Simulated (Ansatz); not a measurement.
# FH4N2NbO: a ladder of functionals and wavefunction methods

An exercise on one series of results from a longer session: the logs are not shown, and one member is left open.

Program: Ansatz 0.2.0, Gaussian basis. Level of theory: functionals in def2-TZVPP, the program's frozen cores in correlated methods. These are calculated values, not measurements.

Plan: LDA (SPW92), PBE-D4, revPBE-D4, BLYP-D4, r2SCAN-D4, B97M-V, PBE0-D4, B3LYP-D4, r2SCANh-D4, r2SCAN0-D4, HSE06-D4, BHLYP-D4, CAM-B3LYP-D4, LC-ωPBE, ωB97X-V, ωB97M-V, B2PLYP, PBE-QIDH; CCSD(T)/def2-SVP; CCSD(T)/def2-TZVPP; MP2/def2-QZVPP; extrapolation to the limit; RPA on PBE.

## The relaxed structure

All runs share one geometry, relaxed beforehand with PBE0-D4 in a triple-zeta def2 set. Nb takes the def2 core potential; no spin-orbit term is included.

SMILES `[NH]=[Nb]([NH2])([OH])[F]`, 9 atoms, charge 0, spin multiplicity 1.

Atoms are counted from 1 here; the program's logs count them from 0.

Bond lengths: N1–Nb2 1.744 Å, N1–H6 1.008 Å, Nb2–N3 1.965 Å, Nb2–O4 1.902 Å, Nb2–F5 1.890 Å, N3–H7 1.011 Å, N3–H8 1.007 Å, O4–H9 0.957 Å. Angles: Nb2–N1–H6 172.3°, N1–Nb2–N3 103.7°, N1–Nb2–O4 110.9°, N1–Nb2–F5 111.3°, N3–Nb2–O4 110.2°, N3–Nb2–F5 111.2°, O4–Nb2–F5 109.4°, Nb2–N3–H7 122.9°, Nb2–N3–H8 126.4°, H7–N3–H8 110.5°, Nb2–O4–H9 131.2°.

Set-up of the first run:

Input file in.yaml:

```yaml
crystal:
  periodic: [false, false, false]
  atoms:
    - {symbol: N, position_ang: [-0.896052, 0.817565, -1.162468]}
    - {symbol: Nb, position_ang: [0.198361, 0.448357, 0.144458]}
    - {symbol: N, position_ang: [0.896694, -1.328625, -0.321161]}
    - {symbol: O, position_ang: [-0.726196, 0.376898, 1.805212]}
    - {symbol: F, position_ang: [1.591309, 1.721114, 0.255477]}
    - {symbol: H, position_ang: [-1.492268, 1.160205, -1.899861]}
    - {symbol: H, position_ang: [1.487527, -1.866836, 0.298608]}
    - {symbol: H, position_ang: [0.683184, -1.856158, -1.152506]}
    - {symbol: H, position_ang: [-1.654060, 0.481181, 2.015242]}
basis:
  gaussian: {orbitals: def2-TZVPP}
hamiltonian: {xc: lda}
output: {orbitals: {seedname: orbitals}}
```

Steps of the session up to this table: LDA; PBE-D4 (GGA); revPBE-D4 (GGA); BLYP-D4 (GGA); r2SCAN-D4 (meta-GGA); B97M-V (meta-GGA); PBE0-D4 (hybrid); B3LYP-D4 (hybrid); r2SCANh-D4 (hybrid); r2SCAN0-D4 (hybrid); HSE06-D4 (hybrid); BHLYP-D4 (hybrid); CAM-B3LYP-D4 (range-separated); LC-ωPBE-D4 (range-separated; the results give it without D4); ωB97X-V (range-separated); ωB97M-V (range-separated); B2PLYP (double hybrid); PBE-QIDH (double hybrid).

One table of the session follows, with a row left open; its other results are not shown here.

It belongs to the step «Orbital energies across the functionals». 

```
  functional  HOMO (eV)  gap (eV)
 LDA (SPW92)      -6.65      4.87
      PBE-D4      -6.43      4.87
   revPBE-D4      -6.34      4.88
     BLYP-D4      -6.31      4.84
   r2SCAN-D4      -6.74      5.32
      B97M-V      -6.78      5.41
     PBE0-D4      -7.85      7.15
    B3LYP-D4      -7.61      6.65
  r2SCANh-D4      -7.27      6.17
  r2SCAN0-D4      -8.07      7.46
    HSE06-D4      -7.44      6.36
    BHLYP-D4      -9.17      9.39
CAM-B3LYP-D4      -9.29      9.66
     LC-ωPBE          ?         ?
     ωB97X-V     -10.30     11.70
     ωB97M-V     -10.21     11.09
```

**Question.** Estimate the row for LC-ωPBE.

The run gave: HOMO (eV): -10.69; gap (eV): 12.23. In the column «HOMO (eV)» it is the lowest.
